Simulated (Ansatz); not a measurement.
# TiSn under changes of volume

One of the cells (21.965 Å³/atom); the others are scaled copies at fixed shape and fractional positions:

```
Ti Sn
1.0
     0.00000    2.80055    2.80055
     2.80055    0.00000    2.80055
     2.80055    2.80055    0.00000
Ti Sn
1 1
Cartesian
  0.0000 0.0000 0.0000
  2.8005 2.8005 2.8005
```

The cell was built by a generator and needn't be a form met in nature.

* Program: Ansatz 0.2.0
* Functional: PBE
* Potentials or basis: Ansatz PAW soft_1
* Cutoff: 420 eV (not typed: the program's choice for these potentials)
* k mesh: 8 × 8 × 8
* Occupations: fermi-dirac, width 0.05 eV
* Spin: no spin polarisation

```tsv
volume (Å³/atom)	energy over the lowest point (meV/atom)	pressure (GPa)
20.647	?	?
21.086	9.67	3.7
21.526	2.29	1.7
21.965	0.00	0.0
22.404	2.28	-1.6
22.844	8.66	-3.0
23.283	18.75	-4.3
```

What does the run at 20.647 Å³/atom give?

Energy over the lowest point 22.70 meV/atom; pressure 5.9 GPa.

Worked out: A Birch-Murnaghan fit of order 3 (a polynomial in V^(-2/3)) to the other rows has its minimum at 21.96 Å³/atom with B0 = V·E''(V) = 83 GPa and B' = 4.3. It gives 22.67 meV/atom at 20.647 Å³/atom, against the run's 22.70, and -dE/dV = 5.8 GPa, against 5.9.

Energies are extrapolated to zero smearing.
